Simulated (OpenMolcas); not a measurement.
# C2Cl3F3 (1,1,1-trichlorotrifluoroethane) at HF/ANO-XS-VDZ (DKH2, RICD fitting, fitting threshold 1e-06), part 2 of 2

OpenMolcas 26.06. Earlier steps stand in the parts before.

## (3) The doublet cation at the same level

File input.xyz:

```xyz
8

F      0.576830    -1.686630    -0.102900
C      0.235510    -0.493670    -0.583990
F     -0.732360    -0.684430    -1.477500
F      1.289910    -0.006960    -1.233520
C     -0.219500     0.456900     0.542270
Cl    -0.652570     2.015460    -0.179200
Cl     1.121140     0.659500     1.681950
Cl    -1.618960    -0.260180     1.352880
```

File job.input:

```
&GATEWAY
  COORD
  input.xyz
  BASIS
  ANO-XS-VDZ
  GROUP
  NoSym
  RICD
  CDTHRESHOLD
  1e-06

&SEWARD
  RELATIVISTIC
  R02E00

&SCF
  UHF
  CHARGE
  1
  SPIN
  2
  PRORBITALS
  0
```

Run with:

```
$ export MOLCAS_MEM=1860
$ pymolcas job.input > job.log
```

The log of the run:

```text
--- Start Module: gateway ---

                                              &GATEWAY

                       available to each process: 1.9 GB of memory, 1 thread

++    Symmetry information:
      ---------------------

                    Character Table for C1

                             E
                    a        1  x, y, xy, Rz, z, xz, Ry, yz, Rx, I
--

++    Basis set information:
      ----------------------

      Basis set label: F.ANO-XS...3S2P.

      Electronic valence basis set:
      ------------------
      Associated Effective Charge   9.000000 au
      Associated Actual Charge      9.000000 au
      Nuclear Model: Finite nucleus - Gaussian distribution
        Gaussian exponent, Xi/bohr**(-2):  5.35469E+08

      Shell  nPrim  nBasis  Cartesian Spherical Contaminant
         s       8       3        X
         p       4       2        X

      Basis set label: C.ANO-XS...3S2P.

      Electronic valence basis set:
      ------------------
      Associated Effective Charge   6.000000 au
      Associated Actual Charge      6.000000 au
      Nuclear Model: Finite nucleus - Gaussian distribution
        Gaussian exponent, Xi/bohr**(-2):  6.80775E+08

      Shell  nPrim  nBasis  Cartesian Spherical Contaminant
         s       8       3        X
         p       4       2        X

      Basis set label: F.ANO-XS...3S2P.

      Electronic valence basis set:
      ------------------
      Associated Effective Charge   9.000000 au
      Associated Actual Charge      9.000000 au
      Nuclear Model: Finite nucleus - Gaussian distribution
        Gaussian exponent, Xi/bohr**(-2):  5.35469E+08

      Shell  nPrim  nBasis  Cartesian Spherical Contaminant
         s       8       3        X
         p       4       2        X

      Basis set label: C.ANO-XS...3S2P.

      Electronic valence basis set:
      ------------------
      Associated Effective Charge   6.000000 au
      Associated Actual Charge      6.000000 au
      Nuclear Model: Finite nucleus - Gaussian distribution
        Gaussian exponent, Xi/bohr**(-2):  6.80775E+08

      Shell  nPrim  nBasis  Cartesian Spherical Contaminant
         s       8       3        X
         p       4       2        X

      Basis set label: CL.ANO-XS...4S3P.

      Electronic valence basis set:
      ------------------
      Associated Effective Charge  17.000000 au
      Associated Actual Charge     17.000000 au
      Nuclear Model: Finite nucleus - Gaussian distribution
        Gaussian exponent, Xi/bohr**(-2):  3.84638E+08

      Shell  nPrim  nBasis  Cartesian Spherical Contaminant
         s      11       4        X
         p       7       3        X
--

++    Molecular structure info:
      -------------------------

                    ************************************************
                    **** Cartesian Coordinates / bohr, angstrom ****
                    ************************************************

     Center  Label                x              y              z                     x              y              z
        1      F1               1.090051      -3.187269      -0.194453              0.576830      -1.686630      -0.102900
        2      C2               0.445049      -0.932901      -1.103581              0.235510      -0.493670      -0.583990
        3      F3              -1.383960      -1.293385      -2.792070             -0.732360      -0.684430      -1.477500
[... 4 lines of this table left out ...]
        8      CL8             -3.059391      -0.491669       2.556573             -1.618960      -0.260180       1.352880

                    ***************************************
                    *    InterNuclear Distances / bohr    *
                    ***************************************

               1 F1            2 C2            3 F3            4 F4            5 C5            6 CL6
    1 F1       0.000000
    2 C2       2.514899        0.000000
    3 F3       4.056494        2.515198        0.000000
    4 F4       4.056567        2.514497        4.056564        0.000000
    5 C5       4.489882        2.914763        4.489892        4.490601        0.000000
    6 CL6      7.373012        5.087638        5.663303        5.661300        3.347098        0.000000
    7 CL7      5.664858        5.087761        7.373259        5.660548        3.347127        5.492753
    8 CL8      5.661472        5.086503        5.661961        7.371170        3.343150        5.496380

               7 CL7           8 CL8
    7 CL7      0.000000
    8 CL8      5.497202        0.000000

                    *******************************************
                    *    InterNuclear Distances / angstrom    *
                    *******************************************

               1 F1            2 C2            3 F3            4 F4            5 C5            6 CL6
    1 F1       0.000000
    2 C2       1.330827        0.000000
    3 F3       2.146604        1.330985        0.000000
    4 F4       2.146643        1.330615        2.146641        0.000000
    5 C5       2.375943        1.542426        2.375948        2.376324        0.000000
    6 CL6      3.901630        2.692262        2.996891        2.995831        1.771208        0.000000
    7 CL7      2.997714        2.692327        3.901760        2.995433        1.771224        2.906640
    8 CL8      2.995922        2.691662        2.996181        3.900655        1.769119        2.908559

               7 CL7           8 CL8
    7 CL7      0.000000
    8 CL8      2.908994        0.000000

[... 73 lines left out ...]
      Nuclear repulsion energy =  706.51056331
[... 44 lines left out ...]
++ Convergence information
                               UHF SCF        iterations: Energy and convergence statistics
[... 66 lines left out ...]
       Convergence after  57 Iterations
[... 3 lines left out ...]
 *                                             SCF/KS-DFT Program, Final results                                             *
 *                                                       Final Results                                                       *
[... 82 lines left out ...]
      NBO located      0.977 non-bonded electrons on atom CL6
      NBO located      0.997 non-bonded electrons on atom CL6
      NBO located      1.000 non-bonded electrons on atom CL6
      NBO located      1.000 non-bonded electrons on atom CL6
      NBO located      1.000 non-bonded electrons on atom CL6
      NBO located      1.000 non-bonded electrons on atom CL6
      NBO located      0.933 non-bonded electrons on atom CL7
      NBO located      0.967 non-bonded electrons on atom CL7
      NBO located      0.996 non-bonded electrons on atom CL7
      NBO located      1.000 non-bonded electrons on atom CL7
      NBO located      1.000 non-bonded electrons on atom CL7
      NBO located      1.000 non-bonded electrons on atom CL7
      NBO located      1.000 non-bonded electrons on atom CL7
      NBO located      0.925 non-bonded electrons on atom CL8
      NBO located      0.996 non-bonded electrons on atom CL8
      NBO located      1.000 non-bonded electrons on atom CL8
      NBO located      1.000 non-bonded electrons on atom CL8
      NBO located      1.000 non-bonded electrons on atom CL8
      NBO located      1.000 non-bonded electrons on atom CL8
      The remaining   15.868 electrons are to be considered as diffuse
--

++    Molecular orbitals:
      -------------------

      Title: Natural orbitals

      Molecular orbitals for symmetry species 1: a

          Orbital            1         2         3         4         5         6         7         8         9        10
          Energy         -105.6570 -105.4969 -105.4962  -26.5839  -26.5838  -26.5769  -11.7743  -11.5815  -11.0434  -10.8821
          Occ. No.          2.0000    2.0000    2.0000    2.0000    2.0000    2.0000    2.0000    2.0000    2.0000    2.0000

[... 83 lines of this table left out ...]
       84 CL8    4pz        0.0000   -0.0000    0.0001   -0.0002    0.0001    0.0002   -0.0002   -0.0013   -0.0002   -0.0001

          Orbital           11        12        13        14        15        16        17        18        19        20
          Energy          -10.8596   -4.8081   -8.1320   -8.2366   -1.7834   -6.5522   -6.1506   -5.1759   -3.8414   -6.2023
          Occ. No.          2.0000    2.0000    2.0000    2.0000    2.0000    2.0000    2.0000    2.0000    2.0000    2.0000

[... 83 lines of this table left out ...]
       84 CL8    4pz        0.0009   -0.0008    0.0002    0.0007   -0.0001    0.0001   -0.0018   -0.0015    0.0012   -0.0010

          Orbital           21        22        23        24        25        26        27        28        29        30
          Energy           -5.4188   -2.0489   -1.9197   -7.1330   -7.4517   -1.4847   -1.2071   -1.1880   -2.7323   -2.2962
          Occ. No.          2.0000    2.0000    2.0000    2.0000    2.0000    2.0000    2.0000    2.0000    2.0000    2.0000

[... 83 lines of this table left out ...]
       84 CL8    4pz        0.0014    0.0015    0.0007   -0.0013   -0.0003    0.0015   -0.0021    0.0004    0.0032   -0.0041

          Orbital           31        32        33        34        35        36        37        38        39        40
          Energy           -0.8490   -0.8316   -1.1363   -3.9135   -1.4410   -1.8655   -1.0860   -1.0611   -0.9667   -1.2243
          Occ. No.          2.0000    2.0000    2.0000    2.0000    2.0000    2.0000    2.0000    2.0000    2.0000    1.9999

[... 83 lines of this table left out ...]
       84 CL8    4pz        0.0367    0.0090   -0.0029    0.0189   -0.0022   -0.0087   -0.0171    0.0155   -0.0126   -0.0041

          Orbital           41        42        43        44        45        46        47        48        49        50
          Energy           -0.8842   -0.8600   -1.1289   -0.8261   -0.6285    0.0814   -0.0777   -0.0105    0.4902    0.6022
          Occ. No.          1.9999    1.9996    1.9987    1.9986    1.0000    0.0014    0.0013    0.0004    0.0001    0.0001

[... 83 lines of this table left out ...]
       84 CL8    4pz       -0.0040   -0.0213   -0.0062   -0.0361    0.0057   -0.0267   -0.0273   -0.0857    0.0659   -0.0751

          Orbital           51        52        53        54        55        56        57        58        59        60
          Energy            0.3531    0.4413    0.5191    0.7869    0.6715    0.5425    0.4186    0.6633    0.6964    0.5336
          Occ. No.          0.0000    0.0000    0.0000    0.0000    0.0000    0.0000    0.0000    0.0000    0.0000    0.0000

[... 83 lines of this table left out ...]
       84 CL8    4pz       -0.1396    0.0124   -0.1994   -0.5387    0.0481   -0.2715    0.0410    0.3268   -0.6734   -0.0662

          Orbital           61        62        63        64        65        66        67        68        69        70
          Energy            0.5264    0.9340    0.9483    0.6467    0.6823    0.6865    1.3123    1.3627    1.1117    0.8924
          Occ. No.          0.0000    0.0000    0.0000    0.0000    0.0000    0.0000    0.0000    0.0000    0.0000    0.0000

[... 83 lines of this table left out ...]
       84 CL8    4pz        0.0487   -0.0430    0.0035   -0.0650   -0.0519   -0.4457   -0.0255   -0.0601   -0.0512   -0.0312

          Orbital           71        72        73        74        75        76        77        78        79        80
          Energy            0.6663    1.0969    1.1888    1.1224    1.2140    1.1668    1.3629    1.2192    1.2710    1.7732
          Occ. No.          0.0000    0.0000    0.0000    0.0000    0.0000    0.0000    0.0000    0.0000    0.0000    0.0000

[... 83 lines of this table left out ...]
       84 CL8    4pz       -0.1296   -0.0021    0.1129    0.1163    0.0693   -0.1501   -0.1593    0.1203   -0.1799    0.0069

          Orbital           81        82        83        84
          Energy            1.2601    1.2660    1.5965    1.4862
          Occ. No.          0.0000    0.0000    0.0000    0.0000

[... 83 lines of this table left out ...]
       84 CL8    4pz       -0.0045   -0.1312    0.0218    0.0210
--

++    Molecular properties:
      ---------------------

      Charge (e):
                      =    1.0000
      Dipole Moment (debye):
      Origin of the operator (angstrom)=   -0.0994    0.2088    0.2469
                   X= -2.0165E+00               Y=  5.6413E+00               Z=  1.1249E+00           Total=  6.0956E+00
      Center of Charge (angstrom)
                     X=   -0.51925678               Y=    1.38332868               Z=    0.48108592
      Quadrupole Moment (debye*angstrom):
      Origin of the operator (angstrom)=   -0.0994    0.2088    0.2469
                  XX= -5.7305E+01              XY= -1.3604E+00              XZ=  1.3146E+00              YY= -5.2495E+01
                  YZ= -2.9214E+00              ZZ= -6.0085E+01
      In traceless form (debye*angstrom)
                  XX= -1.0146E+00              XY= -2.0406E+00              XZ=  1.9720E+00              YY=  6.1998E+00
                  YZ= -4.3821E+00              ZZ= -5.1852E+00
--

--- Stop Module: scf /rc=_RC_ALL_IS_WELL_ ---
--- Module scf spent 14 seconds ---

.##################.
.# Happy landing! #.
.##################.

    Timing: Wall=15.84 User=15.14 System=0.69
```

Run time: 16 s. Hardware: 1 thread of Arm Neoverse V1, shared host; peak memory 0.08 GiB.

## (4) Summary of results

This closing draws on all 2 parts.

Level: HF/ANO-XS-VDZ (DKH2, RICD fitting, fitting threshold 1e-06).

| quantity | value |
| --- | --- |
| singlet C2Cl3F3: total energy | -1756.75509 Eh |
| singlet C2Cl3F3: dipole moment | 1.05 D |
| singlet C2Cl3F3: HOMO energy | -13.13 eV |
| singlet C2Cl3F3: LUMO energy | 3.06 eV |
| singlet C2Cl3F3: HOMO–LUMO gap | 16.19 eV |
| doublet cation: total energy | -1756.31524 Eh |
| doublet cation: HOMO energy (highest over α and β) | -18.78 eV |
| doublet cation: LUMO energy (lowest over α and β) | -10.46 eV |
| doublet cation: ⟨S²⟩ | 0.757 |
| vertical ionisation energy (to the doublet cation) | 11.969 eV |

In words: Removing an electron at fixed nuclei costs 11.97 eV (1155 kJ/mol). −ε(HOMO) before ionisation, 13.13 eV, is 1.16 eV above this ionisation energy. Mulliken charges (doublet cation) run from -0.85 on C5 to +1.15 on C2.
